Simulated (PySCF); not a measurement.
# CH7BPSb: the cost of one run

Computed with PySCF 2.14.0 and routines of our own; the level stands in each step. Atoms count from 0.

## 1. The starting structure

11 atoms, charge 0, multiplicity 1; geometry from: GFN2-xTB.

## 2. Geometry optimisation at PBE0-D3(BJ)/def2-SVP

The job: settings as JSON, then the geometry in Å.

```
{"job": {"xc": "PBE0", "basis": "def2-SVP", "d3": "d3bj", "grid": 1, "maxiter": 30, "shake": 0.01, "kind": "geom"}, "charge": 0, "multiplicity": 1}
C      0.226520    -1.502760     0.272170
B     -0.135460    -0.027890    -0.215080
P     -1.916250     0.537260    -0.434050
Sb     1.471660     1.199120    -1.166890
H      1.154090    -1.544540     0.787650
H     -0.564020    -1.929430     0.892030
H      0.321370    -2.118170    -0.612730
H     -1.767190     1.853490     0.000530
H     -2.455910     0.080450     0.769960
H      2.626920     0.823460    -0.013750
H      1.076360     2.603180    -0.295520
```

Launch:

```console
> OMP_NUM_THREADS=1 python heavy_run.py task.json out
```

This one command runs all jobs of the session in turn.

Q: Estimate the wall time and peak memory of this first job on 1 thread of Arm Neoverse V1, shared host.

About 54 s, with a peak of 0.45 GiB.
